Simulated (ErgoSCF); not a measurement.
**BHandH/3-21G run of [SnH3]− (SMILES [H][Sn-]([H])[H])**

What is the energy change on altering one bond length of [SnH3]− at BHandH/3-21G? 

The results are computed with ErgoSCF 3.8.

5 further runs of the same task are left out: 4 that didn't finish, 1 set aside as unsound or not needed.

**1. The molecule**

[SnH3]− has 4 atoms, charge -1, and is taken as a singlet. SMILES: `[H][Sn-]([H])[H]`. The shape comes from GFN2-xTB, which is rough for such elements, and wasn't checked as a minimum.

Bond lengths: Sn1–H2 1.948 Å, Sn1–H3 1.948 Å, Sn1–H4 1.949 Å. Angles: H2–Sn1–H3 93.3°, H2–Sn1–H4 93.4°, H3–Sn1–H4 93.5°.

**2. A single-point energy at BHandH/3-21G**

run.inp

```
# single point, H3Sn
set_nthreads("env")
scf.use_diagonalization = 1
scf.convergence_threshold = 1e-06
basis = "3-21G"
XC.type = "LMG"
scf.max_number_of_iterations = 80
tmpdir = "."
charge = -1
scf.output_mulliken_pop = 1
molecule_inline Angstrom
Sn -0.006380 0.005730 0.791670
H  1.637790 -0.033600 -0.251650
H  -0.786860 1.432510 -0.280410
H  -0.844540 -1.404640 -0.259610
EOF
run "BHandH"
```

Started as:

```console
$ ergo < run.inp
```

Standard output:

```text
[...]
INDF Weighted mixed functional:
[...]
INSC Energy   1 =      -5221.53451542994
[...]
INDE E_LUMO =          0.24754774182
[...]
INSC Energy  11 =      -5996.66991153286  ( diff     -0.000000000099135 )
[...]
RESC CONVERGED after  11 iterations.
RESC FINAL ENERGY:      -5996.66991153286
[...]
INSC SCF: dipole_moment_x [atomic units] =       0.00794669
INSC SCF: dipole_moment_y [atomic units] =      -0.00690591
INSC SCF: dipole_moment_z [atomic units] =      -0.99301664
[...]
```

Wall time 7.5 s (1 thread of Intel Xeon at 2.50GHz (Skylake/Cascade Lake), shared host).

**3. The distorted shape, same level**

run.inp

```
set_nthreads(1)
tmpdir = "."
charge = -1
XC.type = "LMG"
scf.max_number_of_iterations = 80
scf.convergence_threshold = 1e-06
basis = "3-21G"
scf.output_mulliken_pop = 1
scf.use_diagonalization = 1
molecule_inline Angstrom
Sn    -0.581811     0.019495     1.156814
H      1.637790    -0.033600    -0.251650
H     -1.362291     1.446275     0.084734
H     -1.419971    -1.390875     0.105534
EOF
run "BHandH"
```

Started as:

```console
$ ergo < run.inp
```

Standard output:

```text
[...]
INDF Weighted mixed functional:
[...]
INSC Energy   1 =      -5220.39312985380
[...]
INDE E_LUMO =          0.18865791232
[...]
INSC Energy  12 =      -5996.62152707913  ( diff      0.000000000001819 )
[...]
RESC CONVERGED after  12 iterations.
RESC FINAL ENERGY:      -5996.62152707913
[...]
INSC SCF: dipole_moment_x [atomic units] =       0.23893510
INSC SCF: dipole_moment_y [atomic units] =      -0.01231847
INSC SCF: dipole_moment_z [atomic units] =      -1.16773291
[...]
```

Run time: 7.8 s. Hardware: 1 thread of Intel Xeon at 2.50GHz (Skylake/Cascade Lake), shared host.

**4. What came out**

At BHandH/3-21G:

| quantity | value |
| --- | --- |
| first shape: total energy | -5996.66991 Eh |
| distorted shape: total energy | -5996.62153 Eh |
| energy change with the Sn1–H2 bond stretched from 1.948 to 2.629 Å | 1.317 eV |

What this shows: With the Sn1–H2 bond stretched from 1.948 to 2.629 Å the energy rises by 1.32 eV (127 kJ/mol). The first shape isn't relaxed at this level, so the change isn't measured from a minimum. Mulliken charges (first shape) run from -0.33 on Sn1 to -0.22 on H2. Relativity is left out (first shape) although the molecule holds a heavy atom. Relativity is left out (distorted shape) although the molecule holds a heavy atom.
